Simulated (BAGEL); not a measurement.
# SnH4 (SMILES [SnH4]): a chain of runs

Aim: a series of 15 runs (PBE0/x2c-SVPall, RI-MP2/x2c-SVPall) of H4Sn. 

The calculation is run with BAGEL 1.2.2.

1 further run of the same task is left out (set aside as unsound or not needed).

## 1. The system as given

SnH4: 5 atoms, total charge 0, spin state singlet. As SMILES, `[SnH4]`. One bond was lengthened or shortened from a relaxed shape.

Bond lengths: Sn1–H2 1.704 Å, Sn1–H3 1.704 Å, Sn1–H4 1.704 Å, Sn1–H5 1.448 Å. Angles: H2–Sn1–H3 109.5°, H2–Sn1–H4 109.5°, H2–Sn1–H5 109.5°, H3–Sn1–H4 109.5°, H3–Sn1–H5 109.5°, H4–Sn1–H5 109.5°.

## 2. The energy at PBE0/x2c-SVPall (DKH2, density fitting with AutoAux) (run 1)

The input, dft.json:

```json
{ "bagel": [

{
  "title": "molecule",
  "basis": "x2c-svpall.json",
  "df_basis": "x2c-svpall-autoaux.json",
  "angstrom": false,
  "dkh": true,
  "geometry": [
    { "atom": "Sn", "xyz": [     0.24279390,     0.40379668,    -0.10583600 ] },
    { "atom": "H", "xyz": [     1.79972036,    -1.20906567,     2.20511008 ] },
    { "atom": "H", "xyz": [    -2.71205746,     1.16613109,     0.92047426 ] },
    { "atom": "H", "xyz": [     0.02199830,    -1.43796820,    -2.73733632 ] },
    { "atom": "H", "xyz": [     1.61849373,     2.69217943,    -0.70607727 ] }
  ]
},

{ "title": "ks", "xc_func": "pbe0" },

{ "title": "print", "file": "orbitals.molden", "orbitals": true }

]}
```

The basis set x2c-SVPall is read from a file made from the Basis Set Exchange's data (not shown).

Run with:

```bash
$ BAGEL_NUM_THREADS=1 BAGEL dft.json > dft.out
```

Output:

```text
* using 1 threads per process

  ===============================================================
  ===============================================================

  *** Geometry ***

  { "atom" : "Sn", "xyz" : [      0.242794,      0.403797,     -0.105836 ] },
  { "atom" : "H", "xyz" : [      1.799720,     -1.209066,      2.205110 ] },
  { "atom" : "H", "xyz" : [     -2.712057,      1.166131,      0.920474 ] },
  { "atom" : "H", "xyz" : [      0.021998,     -1.437968,     -2.737336 ] },
  { "atom" : "H", "xyz" : [      1.618494,      2.692179,     -0.706077 ] },

  Number of auxiliary basis functions:      450

  Since a DF basis is specified, we compute 2- and 3-index integrals:
    o Being stored without compression. Storage requirement is 0.011 GB

  Number of basis functions:       56
  Number of electrons      :       54

    * METHOD: MOLECULE                             0.16

  *** Kohn-Sham DFT ***

    * Removing 6171 points whose weight is below 1.00e-10
    * Grid points: 68359

  === Nuclear Repulsion ===
    66.0465712943

       - DIIS with orbital gradients will be used.

  === KS iteration (pbe0 / x2c-svpall.json) ===
      0      -6169.41273965          0.05410306           0.21
      1      -6146.35965477          0.23131155           0.18
      2      -6171.70887406          0.05126950           0.17
      3      -6175.93137384          0.02754920           0.18
      4      -6176.16387086          0.01161494           0.17
      5      -6176.22261638          0.00150462           0.17
      6      -6176.22369058          0.00021618           0.18
      7      -6176.22370706          0.00003276           0.18
      8      -6176.22370762          0.00000335           0.17
      9      -6176.22370762          0.00000041           0.18
     10      -6176.22370762          0.00000005           0.17
     11      -6176.22370762          0.00000001           0.18
     12      -6176.22370762          0.00000000           0.17
    * SCF iteration converged.

    * Permanent dipole moment:
           (   -0.085566,    -0.142259,     0.037239) a.u.

    * METHOD: KS                                   2.58

    * METHOD: PRINT                                0.01

  ===============================================================
```

Wall time 2.9 s (1 thread of Arm Neoverse V1, shared host); peak memory 0.24 GiB.

## 3. Bond 5-1 at 1.704 A: a single-point energy at RI-MP2/x2c-SVPall (DKH2, density fitting with AutoAux) (run 2)

The input, job.json:

```json
{ "bagel" : [

{
  "title" : "molecule",
  "basis" : "x2c-svpall.json",
  "df_basis" : "x2c-svpall-autoaux.json",
  "angstrom" : "false",
  "dkh" : "true",
  "geometry" : [
    { "atom" : "Sn", "xyz" : [  0.00008504,  0.00006614,  0.00006236 ] },
    { "atom" : "H", "xyz" : [  1.55701149, -1.61279621,  2.31100844 ] },
    { "atom" : "H", "xyz" : [ -2.95476632,  0.76240056,  1.02637262 ] },
    { "atom" : "H", "xyz" : [ -0.22071056, -1.84169874, -2.63143796 ] },
    { "atom" : "H", "xyz" : [  1.61849373,  2.69217943, -0.70607727 ] }
  ]
},
{
  "title" : "hf"
},
{
  "title" : "mp2",
  "ncore" : 18
}

]}
```

The basis set x2c-SVPall is read from a file made from the Basis Set Exchange's data (not shown).

Run with:

```bash
$ BAGEL_NUM_THREADS=1 BAGEL job.json > job.out
```

Output:

```text
* using 1 threads per process

  ===============================================================
  ===============================================================

  *** Geometry ***

  { "atom" : "Sn", "xyz" : [      0.000085,      0.000066,      0.000062 ] },
  { "atom" : "H", "xyz" : [      1.557011,     -1.612796,      2.311008 ] },
  { "atom" : "H", "xyz" : [     -2.954766,      0.762401,      1.026373 ] },
  { "atom" : "H", "xyz" : [     -0.220711,     -1.841699,     -2.631438 ] },
  { "atom" : "H", "xyz" : [      1.618494,      2.692179,     -0.706077 ] },

  Number of auxiliary basis functions:      450

  Since a DF basis is specified, we compute 2- and 3-index integrals:
    o Being stored without compression. Storage requirement is 0.011 GB

  Number of basis functions:       56
  Number of electrons      :       54

    * METHOD: MOLECULE                             0.16

  *** RHF ***

  === Nuclear Repulsion ===
    63.2613904661

      * DIIS with orbital gradients will be used.

  === RHF iteration (x2c-svpall.json) ===
      0      -6173.76362027          0.00553335           0.05
      1      -6173.77864651          0.00138467           0.05
      2      -6173.77970938          0.00014514           0.05
      3      -6173.77972564          0.00003151           0.05
      4      -6173.77972631          0.00000441           0.05
      5      -6173.77972633          0.00000055           0.05
      6      -6173.77972633          0.00000007           0.05
      7      -6173.77972633          0.00000000           0.05
    * SCF iteration converged.

    * Permanent dipole moment:
           (   -0.000089,    -0.000059,    -0.000104) a.u.

    * METHOD: HF                                   0.68

  *** RHF ***

  === Nuclear Repulsion ===
    63.2613904661

      * DIIS with orbital gradients will be used.

  === RHF iteration (x2c-svpall.json) ===
      0      -6173.77972633          0.00000000           0.05
    * SCF iteration converged.

    * Permanent dipole moment:
           (   -0.000089,    -0.000059,    -0.000104) a.u.

  === DF-MP2 calculation ===

    * freezing 18 orbitals
    * 3-index integral transformation done
    * assembly done

      MP2 correlation energy:   -0.1270062050      0.01

      MP2 total energy:       -6173.9067325303

    * METHOD: MP2                                  0.17

  ===============================================================
```

Run time: 1.1 s. Hardware: 1 thread of Arm Neoverse V1, shared host; peak memory 0.14 GiB.

Runs 3 to 14 aren't shown in full; the table further down has their settings and results.

## 4. Bond 5-1 at 4.770 A: a single-point energy at PBE0/x2c-SVPall (DKH2, density fitting with AutoAux) (run 15)

The input, dft.json:

```json
{ "bagel": [

{
  "title": "molecule",
  "basis": "x2c-svpall.json",
  "df_basis": "x2c-svpall-autoaux.json",
  "dkh": true,
  "geometry": [
    { "atom": "Sn", "xyz": [ -2.91308652, -4.84580013,  1.27113184 ] },
    { "atom": "H", "xyz": [ -1.35616006, -6.45866249,  3.58207791 ] },
    { "atom": "H", "xyz": [ -5.86793788, -4.08346572,  2.29744209 ] },
    { "atom": "H", "xyz": [ -3.13388212, -6.68756501, -1.36036848 ] },
    { "atom": "H", "xyz": [  1.61849373,  2.69217943, -0.70607727 ] }
  ]
},
{
  "title": "ks",
  "xc_func": "pbe0"
},
{
  "title": "print",
  "file": "orbitals.molden",
  "orbitals": true
}

]}
```

The basis set x2c-SVPall is read from a file made from the Basis Set Exchange's data (not shown).

Run with:

```bash
$ BAGEL_NUM_THREADS=1 BAGEL dft.json > dft.out
```

Output:

```text
* using 1 threads per process

  ===============================================================
  ===============================================================

  *** Geometry ***

  { "atom" : "Sn", "xyz" : [     -2.913087,     -4.845800,      1.271132 ] },
  { "atom" : "H", "xyz" : [     -1.356160,     -6.458662,      3.582078 ] },
  { "atom" : "H", "xyz" : [     -5.867938,     -4.083466,      2.297442 ] },
  { "atom" : "H", "xyz" : [     -3.133882,     -6.687565,     -1.360368 ] },
  { "atom" : "H", "xyz" : [      1.618494,      2.692179,     -0.706077 ] },

  Number of auxiliary basis functions:      450

  Since a DF basis is specified, we compute 2- and 3-index integrals:
    o Being stored without compression. Storage requirement is 0.011 GB

  Number of basis functions:       56
  Number of electrons      :       54

    * METHOD: MOLECULE                             0.16

  *** Kohn-Sham DFT ***

    * Removing 4950 points whose weight is below 1.00e-10
    * Grid points: 69580

  === Nuclear Repulsion ===
    52.9917867012

       - DIIS with orbital gradients will be used.

  === KS iteration (pbe0 / x2c-svpall.json) ===
      0      -6169.40908591          0.04819936           0.22
      1      -6131.20386718          0.17184993           0.19
      2      -6170.91684027          0.04475018           0.18
      3      -6175.40337667          0.03360474           0.19
      4      -6175.64734823          0.02467894           0.19
      5      -6175.93082198          0.01664810           0.18
      6      -6175.83331152          0.01376495           0.18
      7      -6175.87713126          0.01129702           0.18
      8      -6175.97274962          0.00910046           0.18
      9      -6175.92783642          0.00925000           0.18
     10      -6175.90591049          0.00906256           0.18
     11      -6175.90889230          0.00921546           0.19
     12      -6175.93377046          0.00936703           0.19
     13      -6175.93615592          0.01214278           0.19
     14      -6176.03799812          0.00602535           0.19
     15      -6176.03617808          0.00625634           0.19
     16      -6176.01727886          0.00772922           0.19
     17      -6176.05583867          0.00339270           0.19
     18      -6176.04900317          0.00466854           0.19
     19      -6176.05723175          0.00305109           0.19
     20      -6176.06249217          0.00079598           0.19
     21      -6176.06285270          0.00000837           0.19
     22      -6176.06285270          0.00000829           0.19
     23      -6176.06285274          0.00000006           0.19
     24      -6176.06285274          0.00000005           0.19
     25      -6176.06285274          0.00000001           0.19
    * SCF iteration converged.

    * Permanent dipole moment:
           (    0.657247,     1.093322,    -0.286970) a.u.

    * METHOD: KS                                   5.17

    * METHOD: PRINT                                0.01

  ===============================================================
```

Run time: 5.7 s. Hardware: 1 thread of Arm Neoverse V1, shared host; peak memory 0.24 GiB.

## 5. Overview of the runs

```tsv
run	level	frozen core orbitals	partner	energy (Eh)	dipole moment (D)	HOMO energy (eV)	LUMO energy (eV)	wall time
1	PBE0/x2c-SVPall (DKH2, density fitting with AutoAux)	–	bond 5-1 at 1.448 A	-6176.223708	0.43	-9.09	1.10	2.9 s
2	RI-MP2/x2c-SVPall (DKH2, density fitting with AutoAux)	18	bond 5-1 at 1.704 A	-6173.906733	–	–	–	1.1 s
3	PBE0/x2c-SVPall (DKH2, density fitting with AutoAux)	–	bond 5-1 at 1.704 A	-6176.249308	0.00	-9.16	1.08	2.8 s
4	RI-MP2/x2c-SVPall (DKH2, density fitting with AutoAux)	18	bond 5-1 at 1.959 A	-6173.893184	–	–	–	1.1 s
5	PBE0/x2c-SVPall (DKH2, density fitting with AutoAux)	–	bond 5-1 at 1.959 A	-6176.237296	0.48	-8.63	-0.05	2.9 s
6	RI-MP2/x2c-SVPall (DKH2, density fitting with AutoAux)	18	bond 5-1 at 2.300 A	-6173.857548	–	–	–	1.2 s
7	PBE0/x2c-SVPall (DKH2, density fitting with AutoAux)	–	bond 5-1 at 2.300 A	-6176.203915	1.11	-7.92	-1.38	3.3 s
8	RI-MP2/x2c-SVPall (DKH2, density fitting with AutoAux)	18	bond 5-1 at 2.726 A	-6173.812465	–	–	–	1.2 s
9	PBE0/x2c-SVPall (DKH2, density fitting with AutoAux)	–	bond 5-1 at 2.726 A	-6176.161250	1.80	-7.20	-2.59	3.6 s
10	RI-MP2/x2c-SVPall (DKH2, density fitting with AutoAux)	18	bond 5-1 at 3.237 A	-6173.770865	–	–	–	1.2 s
11	PBE0/x2c-SVPall (DKH2, density fitting with AutoAux)	–	bond 5-1 at 3.237 A	-6176.120903	2.43	-6.59	-3.53	3.6 s
12	RI-MP2/x2c-SVPall (DKH2, density fitting with AutoAux)	18	bond 5-1 at 3.919 A	-6173.739134	–	–	–	1.2 s
13	PBE0/x2c-SVPall (DKH2, density fitting with AutoAux)	–	bond 5-1 at 3.919 A	-6176.085919	2.96	-6.11	-4.23	3.6 s
14	RI-MP2/x2c-SVPall (DKH2, density fitting with AutoAux)	18	bond 5-1 at 4.770 A	-6173.731712	–	–	–	1.3 s
15	PBE0/x2c-SVPall (DKH2, density fitting with AutoAux)	–	bond 5-1 at 4.770 A	-6176.062853	3.32	-5.78	-4.64	5.7 s
```

## 6. Outcome

| quantity | value |
| --- | --- |
| bond 5-1 at 4.770 A, run 15: total energy | -6176.06285 Eh |
| bond 5-1 at 4.770 A, run 15: dipole moment | 3.32 D |
| bond 5-1 at 4.770 A, run 15: HOMO energy | -5.78 eV |
| bond 5-1 at 4.770 A, run 15: LUMO energy | -4.64 eV |
| bond 5-1 at 4.770 A, run 15: HOMO–LUMO gap | 1.15 eV |

In runs 10, 11, 12, 13, 14, 15 a closed-shell determinant meets a far-stretched bond, which it describes badly. All runs together took 37 s, the longest 5.7 s.
